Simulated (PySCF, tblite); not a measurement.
# FH₂O₂Si radical, a cluster model of a defect (Si site with back bonds O, O, F): EPR parameters

Wanted: the EPR parameters for `O[Si](O)F`. It is drawn as: dangling bond.

Computed with tblite 0.8.0 and PySCF 2.14.0; each step states its level. No surroundings beyond the atoms listed, unless a continuum is named. Atoms count from 0, parts from 1.

## 1. Starting point

6 atoms, charge 0, multiplicity 2; geometry: distance geometry start.

## 2. Geometry optimisation with GFN2-xTB

What the job is given:

```
{"job": {"kind": "relax", "xc": "GFN2-xTB", "basis": "xTB"}, "charge": 0, "multiplicity": 2}
Si    -0.345217    -0.486336     0.636708
O     -1.014767     1.124010     0.734922
O      1.264110    -0.248906     0.083221
F     -1.166137    -1.238330    -0.612075
H     -0.264071     1.768921     0.694576
H      1.551428    -0.912689    -0.550421
```

With the program's defaults for keys left out, this is: GFN2-xTB geometry optimisation, gas phase.

The run is started by

```
OMP_NUM_THREADS=1 python cluster_run.py task.json out
```

This one command runs all jobs of the session in turn.

Standard output:

```text
step      E/eV     max force
  0    -426.66129    2.749
  1    -426.92086    1.747
  2    -427.01015    1.532
  3    -427.03895    0.353
  4    -427.04192    0.221
  5    -427.04564    0.204
  6    -427.04892    0.264
  7    -427.05152    0.199
  8    -427.05307    0.145
  9    -427.05535    0.237
 10    -427.05965    0.327
 11    -427.06563    0.323
 12    -427.07025    0.223
 13    -427.07279    0.112
 14    -427.07419    0.241
 15    -427.07664    0.315
 16    -427.08353    0.490
 17    -427.09139    0.422
 18    -427.09330    0.167
 19    -427.09022    0.589
 20    -427.09513    0.128
 21    -427.09586    0.096
 22    -427.09878    0.261
 23    -427.09960    0.062
 24    -427.09998    0.067
 25    -427.10081    0.090
 26    -427.10133    0.065
 27    -427.10227    0.051
 28    -427.10250    0.041
 29    -427.10262    0.036
 30    -427.10273    0.037
 31    -427.10291    0.065
 32    -427.10311    0.064
 33    -427.10325    0.043
 34    -427.10330    0.017
 35    -427.10332    0.016
 36    -427.10334    0.024
 37    -427.10341    0.036
 38    -427.10359    0.053
 39    -427.10382    0.041
 40    -427.10394    0.043
 41    -427.10398    0.012
 42    -427.10399    0.016
 43    -427.10400    0.007
```

Wall time 0.37 s (1 thread of Arm Neoverse V2, shared host).

Along the way: (not every step is listed)

| step | energy from step 0 (eV) | largest force (eV/Å) |
| --- | --- | --- |
| 0 | 0.0000 | 2.7480 |
| 1 | -0.2596 | 1.7471 |
| 2 | -0.3489 | 1.5321 |
| 3 | -0.3777 | 0.3528 |
| 4 | -0.3806 | 0.2209 |
| 5 | -0.3843 | 0.2044 |
| 6 | -0.3876 | 0.2638 |
| 7 | -0.3902 | 0.1986 |
| 8 | -0.3918 | 0.1443 |
| 11 | -0.4043 | 0.3232 |
| 14 | -0.4129 | 0.2409 |
| 17 | -0.4301 | 0.4217 |
| 20 | -0.4338 | 0.1277 |
| 23 | -0.4383 | 0.0622 |
| 26 | -0.4400 | 0.0647 |
| 29 | -0.4413 | 0.0360 |
| 32 | -0.4418 | 0.0644 |
| 35 | -0.4420 | 0.0166 |
| 38 | -0.4423 | 0.0528 |
| 39 | -0.4425 | 0.0409 |
| 40 | -0.4427 | 0.0437 |
| 41 | -0.4427 | 0.0122 |
| 42 | -0.4427 | 0.0164 |
| 43 | -0.4427 | 0.0066 |

Close pairs (by a distance rule), those that changed most:

```
  bond  before (Å)  after (Å)  change (Å)
Si0–O1       1.747      1.603      -0.143
Si0–O2       1.718      1.626      -0.092
Si0–F3       1.673      1.629      -0.044
 O1–H4       0.990      0.962      -0.028
 O2–H5       0.962      0.954      -0.008
```

## 3. Geometry optimisation at PBE0-D3(BJ)/def2-SVP

What the job is given:

```
{"job": {"xc": "PBE0", "basis": "def2-SVP", "d3": "d3bj", "grid": 2, "kind": "geom", "shake": 0.01}, "charge": 0, "multiplicity": 2}
Si    -0.248009    -0.454746     0.443566
O     -0.785939     1.021901     0.873049
O      1.237595    -0.368362    -0.126827
F     -1.115341    -0.945250    -0.833381
H     -0.679192     1.776486     0.279596
H      1.611928    -1.062035    -0.659093
```

Standard output:

```text
step   0  E = -540.41376828  max force = 0.039969
step   1  E = -540.41793822  max force = 0.003678
step   2  E = -540.41803706  max force = 0.001686
step   3  E = -540.41808512  max force = 0.000879
step   4  E = -540.41818015  max force = 0.002829
step   5  E = -540.41827884  max force = 0.004495
step   6  E = -540.41838606  max force = 0.004295
step   7  E = -540.41846326  max force = 0.002227
step   8  E = -540.41852693  max force = 0.001114
step   9  E = -540.41856485  max force = 0.001728
step  10  E = -540.41732625  max force = 0.005758
step  11  E = -540.41861320  max force = 0.003350
step  12  E = -540.41868848  max force = 0.001976
step  13  E = -540.41876056  max force = 0.001636
step  14  E = -540.41853040  max force = 0.001798
step  15  E = -540.41883234  max force = 0.000610
step  16  E = -540.41885950  max force = 0.000492
step  17  E = -540.41886460  max force = 0.000188
optimisation converged
```

Wall time 62 s (1 thread of Arm Neoverse V2, shared host); peak memory 0.37 GiB.

Step by step: (the energy doesn't fall at every step)

```
step  energy from step 0 (eV)  largest force component (eV/Å)
   0                   0.0000                          2.0553
   1                  -0.1135                          0.1891
   2                  -0.1162                          0.0867
   3                  -0.1175                          0.0452
   4                  -0.1201                          0.1455
   5                  -0.1227                          0.2311
   6                  -0.1257                          0.2209
   7                  -0.1278                          0.1145
   8                  -0.1295                          0.0573
   9                  -0.1305                          0.0889
  10                  -0.0968                          0.2961
  11                  -0.1318                          0.1723
  12                  -0.1339                          0.1016
  13                  -0.1358                          0.0841
  14                  -0.1296                          0.0925
  15                  -0.1378                          0.0314
  16                  -0.1385                          0.0253
  17                  -0.1387                          0.0097
```

Distances of close pairs at the start and the end, largest changes first:

| bond | before (Å) | after (Å) | change (Å) |
| --- | --- | --- | --- |
| Si0–O2 | 1.594 | 1.658 | +0.064 |
| Si0–O1 | 1.629 | 1.649 | +0.019 |
| O2–H5 | 0.951 | 0.963 | +0.011 |
| O1–H4 | 0.966 | 0.963 | -0.003 |
| Si0–F3 | 1.620 | 1.621 | +0.002 |

The next job starts from the end point, and lists it.

| at the end point | value |
| --- | --- |
| point group (found at 0.08 Å tolerance) | C1 |
| rotational constants (GHz, main isotopes) | 7.304, 6.924, 3.897 |
| dipole moment (D) | 2.82 |
| ⟨S²⟩ | 0.752 |

## 4. EPR parameters: B3LYP/IGLO-III+pcH-1

What the job is given:

```
{"job": {"kind": "epr"}, "charge": 0, "multiplicity": 2}
Si    -0.307396    -0.409538     0.264045
O     -0.922520     1.093005     0.549972
O      1.199567    -0.222409    -0.400853
F     -1.325987    -1.090214    -0.798007
H     -0.336708     1.713275     0.995606
H      1.721894    -1.020270    -0.531561
```

Level: UKS B3LYP, IGLO-III on F O Si, pcH-1 on H, non-relativistic, mean-field spin-orbit, GIAO.

Standard output:

```text
UKS, coarse grid
  cycle   1  E = -541.01077447  |g| = 8.49e-01
  cycle   2  E = -540.43143218  |g| = 1.52e+00
  cycle   3  E = -541.25038738  |g| = 7.44e-02
  cycle   4  E = -541.25143367  |g| = 6.85e-02
  cycle   5  E = -541.25278407  |g| = 1.04e-02
  cycle   6  E = -541.25282164  |g| = 2.18e-03
  cycle   7  E = -541.25282367  |g| = 5.40e-04
UKS, final grid
  cycle   1  E = -541.25291338  |g| = 4.05e-04
  cycle   2  E = -541.25291336  |g| = 4.76e-04
  cycle   3  E = -541.25291343  |g| = 1.24e-04
  cycle   4  E = -541.25291344  |g| = 1.32e-05
E = -541.25291344 Eh   <S^2> = 0.7514 (exact 0.7500)
g shifts (ppm)      1          2          3
  rmc          -215       -215       -215
  gc            103        103         42
  oz_so       -2030      -1476       -352
  total       -2141      -1587       -525
hyperfine (MHz)  atom isotope    a_iso     a_fc   dipolar eigenvalues
    0  29Si   -1107.90   -1108.88   -109.54     54.38     55.15
    1   17O     -48.24     -48.23    -31.01     15.03     15.98
    2   17O     -39.45     -39.45    -36.15     17.44     18.71
    3   19F     373.76     372.99   -126.77   -119.96    246.73
    4    1H      -5.39      -5.42     -9.34     -3.25     12.59
    5    1H      -8.18      -8.20    -11.38     -4.02     15.40
```

It took 17 s on 1 thread of Arm Neoverse V2, shared host; peak memory 0.48 GiB.

Principal g values 2.00018, 2.00073, 2.00179; g(iso) = 2.00090, against 2.00232 for a free electron.

Hyperfine couplings, nucleus by nucleus at this fixed geometry (no averaging over rotations):

| nuclei | isotope | a(iso) (MHz) | a(iso) (G, at g = 2.0023) | largest dipolar term (MHz) |
| --- | --- | --- | --- | --- |
| Si0 | 29Si | -1107.9 | -395.3 | -109.5 |
| F3 | 19F | 373.8 | 133.4 | 246.7 |
| O1 | 17O | -48.2 | -17.2 | -31.0 |
| O2 | 17O | -39.5 | -14.1 | -36.1 |
| H5 | 1H | -8.2 | -2.9 | 15.4 |
| H4 | 1H | -5.4 | -1.9 | 12.6 |

Mulliken spin populations:

```
atom  value (e)
 Si0       0.88
  O1       0.05
  O2       0.05
  F3       0.02
  H4       0.01
  H5       0.00
```

In first order the couplings over 0.8 MHz of 19F, 1H give 8 distinct lines over 138.2 G.

## 5. EPR parameters: BHandHLYP/IGLO-III+pcH-1

Settings changed since step 4:

```diff
@@ -1,2 +1,2 @@
-{"job": {"kind": "epr"}, "charge": 0, "multiplicity": 2}
+{"job": {"kind": "epr", "xc": "BHandHLYP"}, "charge": 0, "multiplicity": 2}
 Si    -0.307396    -0.409538     0.264045
```

Method: UKS BHandHLYP, IGLO-III on F O Si, pcH-1 on H, non-relativistic, mean-field spin-orbit, GIAO.

Standard output:

```text
UKS, coarse grid
  cycle   1  E = -540.94468848  |g| = 7.06e-01
  cycle   2  E = -540.87383535  |g| = 8.70e-01
  cycle   3  E = -541.11964674  |g| = 3.31e-02
  cycle   4  E = -541.12035734  |g| = 1.75e-02
  cycle   5  E = -541.12047680  |g| = 8.32e-03
  cycle   6  E = -541.12050791  |g| = 1.50e-03
  cycle   7  E = -541.12051088  |g| = 4.07e-04
UKS, final grid
  cycle   1  E = -541.12056850  |g| = 2.85e-04
  cycle   2  E = -541.12056853  |g| = 3.17e-04
  cycle   3  E = -541.12056856  |g| = 5.96e-05
  cycle   4  E = -541.12056857  |g| = 1.51e-05
E = -541.12056857 Eh   <S^2> = 0.7524 (exact 0.7500)
g shifts (ppm)      1          2          3
  rmc          -218       -218       -218
  gc            102        102         39
  oz_so       -2081      -1522       -292
  total       -2196      -1637       -470
hyperfine (MHz)  atom isotope    a_iso     a_fc   dipolar eigenvalues
    0  29Si   -1143.10   -1144.09   -118.02     58.26     59.76
    1   17O     -50.66     -50.65    -30.17     14.59     15.59
    2   17O     -42.79     -42.79    -35.23     16.97     18.26
    3   19F     389.27     388.54   -123.56   -117.14    240.70
    4    1H      -6.83      -6.86     -9.30     -3.33     12.63
    5    1H      -9.43      -9.45    -11.34     -4.21     15.55
```

It took 17 s on 1 thread of Arm Neoverse V2, shared host; peak memory 0.5 GiB.

In short: g(iso) 2.00088.

## 6. Run by run: EPR parameters

g, ⟨S²⟩ and isotropic hyperfine couplings (MHz), with basis size and wall time:

```csv
run,g(iso),⟨S²⟩,29Si Si0,19F F3,17O O1,17O O2,1H H5,functions,time
B3LYP/IGLO-III+pcH-1,2.00090,0.751,-1107.9,373.8,-48.2,-39.5,-8.2,169,17 s
BHandHLYP/IGLO-III+pcH-1,2.00088,0.752,-1143.1,389.3,-50.7,-42.8,-9.4,169,17 s
```

## 7. Outcome

| quantity | value |
| --- | --- |
| point group | C1 |
| rotational constants (main isotopes) | 7.30, 6.92, 3.90 GHz |
| g(iso) (B3LYP) | 2.00090 |
| ⟨S²⟩ | 0.751 (exact 0.75) |
| largest a(iso) | 29Si on Si0, -1107.9 MHz |

**Reading.** The optimisation took 17 steps and gained 0.139 eV; among the close pairs (by a distance rule), Si0–O2 changed most, from 1.594 to 1.658 Å (PBE0/def2-SVP). Si0 carries the largest spin population, 0.88 e. The isotropic g lies 1.4 ppt below the free-electron value. The coupling of 29Si on Si0 runs from -1143.1 (BHandHLYP/IGLO-III+pcH-1) to -1107.9 MHz (B3LYP/IGLO-III+pcH-1).
